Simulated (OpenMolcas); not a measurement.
**Hf³⁺ among point charges: CASSCF levels and susceptibility**

Aim: the splitting of the states of Hf³⁺ in the field of 6 point charges, its lowest levels with spin-orbit coupling and its magnetic susceptibility.

Method: state-averaged CASSCF, spin-orbit coupling by RASSI with atomic mean-field integrals. Code: OpenMolcas 26.06.

1 further run of the same task is left out (it didn't finish).

## 1. The system

- Species: Hf³⁺ (hafnium, Z = 72, 69 electrons)
- Basis: ANO-RCC-VDZP [7s6p4d2f1g], 68 functions
- Scalar Hamiltonian: DKH2, point nucleus
- Inactive shells: 1s 2s 2p 3s 3p 3d 4s 4p 4d 4f 5s 5p
- Active space: 1 electron in 5 orbitals (5d)
- Some configurations of this space: 5d
- Orbitals: optimised for each spin and parity, averaged over all roots

The outer shells:

5d
```
5d [↑ ][  ][  ][  ][  ]
```

The ion sits among 6 point charges of -1.7 e arranged as a tetragonal octahedron (D4h), 2.2 Å from the ion, with the axial distance 2.618 Å. The active orbitals were held to one l.

The work runs as a chain of OpenMolcas steps in one folder; each step below is one input file. Labels, J, g values, rates, χT and fits are worked out afterwards by a script from the matrices that RASSI stores. The input lists half of the charges; inversion (Group=XYZ) makes the rest.

## 2. One- and two-electron integrals

The input, a.inp:

```
&GATEWAY
Coord
1

Hf 0.0 0.0 0.0
Basis=ANO-RCC-VDZP
Group=XYZ
NoMove
AngMom=0.0 0.0 0.0
AMFI
XField
3 Angstrom 0
2.200000 0.000000 0.000000 -1.700000
0.000000 2.200000 0.000000 -1.700000
0.000000 0.000000 2.618000 -1.700000
&SEWARD
```

The run is started by

```
> OMP_NUM_THREADS=1 MOLCAS_MEM=1689 MOLCAS_PROJECT=a pymolcas a.inp > a.log
```

## 3. CASSCF: doublets of even parity, 5 roots

The input, a.inp:

```
&RASSCF
FileOrb=start.orb
Symmetry=1
Spin=2
nActEl=1 0 0
Inactive=15 19
Ras2=5 0
CIRoot=5 5 1
SDav=5
CIMx=300
Iter=120 100
PrWF=0.3
OrbListing=Nothing
MaxOrb=0
SupSym
1
20 4 5 6 7 8 10 11 12 13 14 16 17 18 19 20 23 24 25 26 27
0
>>> COPY $Project.JobIph JOB001
```

start.orb holds the contracted functions of the basis, ordered by shell, or the orbitals of the step before.

## 4. State interaction with spin-orbit coupling

The input, a.inp:

```
&RASSI
NrOfJobIphs=1 5
1 2 3 4 5
IphNames
JOB001
EJob
SpinOrbit
DIPRint=1.0
SOCoupling=1000.0
Subsets=2
Property=9
'ANGMOM' 1 'ANGMOM' 2 'ANGMOM' 3 'MLTPL  1' 1 'MLTPL  1' 2 'MLTPL  1' 3
'AMFI' 1 'AMFI' 2 'AMFI' 3
SOProperty=3
'ANGMOM' 1 'ANGMOM' 2 'ANGMOM' 3
```

Q: Predict the outcome of this session. Wanted: spin-free ground state; first state of the same spin within the active space; lowest level; next level.

**Answer**, as computed:

```
                                            quantity                              value
                                              method                             CASSCF
                              spin-free ground state     2E, 2-fold in its orbital part
first state of the same spin within the active space                   2B2 at 5330 cm⁻¹
                                        lowest level  2-fold E1/2, g = 0.06, 0.81, 0.81
                                          next level                        1717.3 cm⁻¹
                                         χT at 300 K                     0.08 cm³ K/mol
                           effective moment at 300 K                            0.78 μB
```

In words: The spin-free ground state (2E) comes to 100 % from free-ion D terms and keeps the highest spin of the shell. χT at 300 K is 0.08, against 0.38 cm³ K/mol for the spin alone, so orbital moment lowers it. The field of point charges can differ much from that of real complexes. This is an electrostatic model: the charges have no orbitals.
